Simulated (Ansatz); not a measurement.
Set up this calculation in Ansatz 0.2.0, as the native input.

```yaml
Task: projected density of states
Functional: PBE
Potentials_or_basis: Ansatz PAW
Cutoff: "420 eV (not typed: the program's choice for these potentials)"
k_mesh: 8 × 8 × 8
Occupations: fermi-dirac, width 0.05 eV
Spin: no spin polarisation
```

Crystal: Cu2BrCl.

```xyz
4
Lattice="1.8555 1.0713 6.0475 -1.8555 1.0713 6.0475 0.0000 -2.1426 6.0475" Properties=species:S:1:pos:R:3 pbc="T T T"
Br    0.0000    0.0000    0.0000
Cu    0.0000    0.0000   13.6360
Cu    0.0000    0.0000    4.5065
Cl    0.0000    0.0000    9.0713
```

The cell comes from a database or a generator and needn't be the stable form of this composition.

The input as run:

input.yaml

```yaml
crystal:
  lattice:
    - [1.8555099526, 1.0712791706, 6.0475086568]
    - [-1.8555099526, 1.0712791706, 6.0475086568]
    - [0.0, -2.1425583412, 6.0475086568]
  atoms:
    - { symbol: Br, position: [0.0, 0.0, 0.0] }
    - { symbol: Cu, position: [0.751603, 0.751603, 0.751603] }
    - { symbol: Cu, position: [0.248397, 0.248397, 0.248397] }
    - { symbol: Cl, position: [0.5, 0.5, 0.5] }
hamiltonian:
  xc: pbe
  pseudopotentials: { kind: paw }
kpoints:
  mp_grid: { grid: [8, 8, 8] }
scf:
  occupations: { method: fermi_dirac, width: 0.05 }
  n_extra_bands: 10
output:
  forces: true
  stress: true
  eigenvalues: true
  dos: { projected: true, de: 0.05, nscf_kmesh: { grid: [12, 12, 12] } }
```

Potentials or basis: Ansatz PAW.

Run with:

```sh
$ ansatz run input.yaml --threads 2 --pin off --max-ram 5632MiB --backend cpu --events-out ev --progress --plain --runs-dir out
```

It gave:

```yaml
Pressure: 1.1 GPa
Largest_force: 0.112 eV/Å
Band_gap_on_the_k_mesh: 0.20 eV, direct
```

Caveat: the density of states is complete only up to the lowest level of the last band computed.

Wall time 16 s on 2 threads of Arm Neoverse V1 (shared host), peak memory 0.48 GiB.
